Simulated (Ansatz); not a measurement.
# C3H5B: two geometries relaxed

All numbers below are computed with Ansatz 0.2.0 (RKS B3LYP/def2-SVP).

## (1) The starting structure

Bond lengths: B1–C2 1.527 Å, C2–C3 1.456 Å, C3–C4 1.207 Å, B1–H5 1.217 Å, B1–H6 1.238 Å, C2–H7 1.139 Å, C2–H8 1.080 Å, C4–H9 1.114 Å. Angles: B1–C2–C3 110.2°, B1–C2–H7 108.4°, B1–C2–H8 110.3°, C3–C2–H7 109.9°, C3–C2–H8 110.2°, H7–C2–H8 107.7°, C2–B1–H5 122.6°, C2–B1–H6 123.2°, H5–B1–H6 114.1°, C2–C3–C4 173.6°, C3–C4–H9 171.6°.

Coordinates:

```xyz
9

B    -0.3595    0.8454   -1.1109
C     0.3346   -0.3937   -0.5502
C     0.1205   -0.4823    0.8874
C     0.0767   -0.5521    2.0915
H    -0.3621    1.1150   -2.2978
H    -1.0087    1.6346   -0.4116
H     1.4485   -0.3141   -0.7729
H    -0.0356   -1.2842   -1.0374
H    -0.1259   -0.6149    3.1849
```

## (2) End point A

input.yaml reads:

```yaml
crystal:
  periodic: [false, false, false]
  atoms:
    - { symbol: B, position_ang: [-0.3595, 0.8454, -1.1109] }
    - { symbol: C, position_ang: [0.3346, -0.3937, -0.5502] }
    - { symbol: C, position_ang: [0.1205, -0.4823, 0.8874] }
    - { symbol: C, position_ang: [0.0767, -0.5521, 2.0915] }
    - { symbol: H, position_ang: [-0.3621, 1.115, -2.2978] }
    - { symbol: H, position_ang: [-1.0087, 1.6346, -0.4116] }
    - { symbol: H, position_ang: [1.4485, -0.3141, -0.7729] }
    - { symbol: H, position_ang: [-0.0356, -1.2842, -1.0374] }
    - { symbol: H, position_ang: [-0.1259, -0.6149, 3.1849] }
basis:
  gaussian: { orbitals: def2-SVP }
hamiltonian:
  xc: b3lyp
relax:
  f_tol: 0.02
  max_steps: 50
```

Started as:

```sh
ansatz run input.yaml --threads 1 --pin off --max-ram 2048MiB --backend cpu --events-out ev --progress --plain --runs-dir out
```

**Question.** How long does this run take on 1 thread of Arm Neoverse V2, shared host, and how much memory does it need?

About 20 s, with a peak of 0.14 GiB.
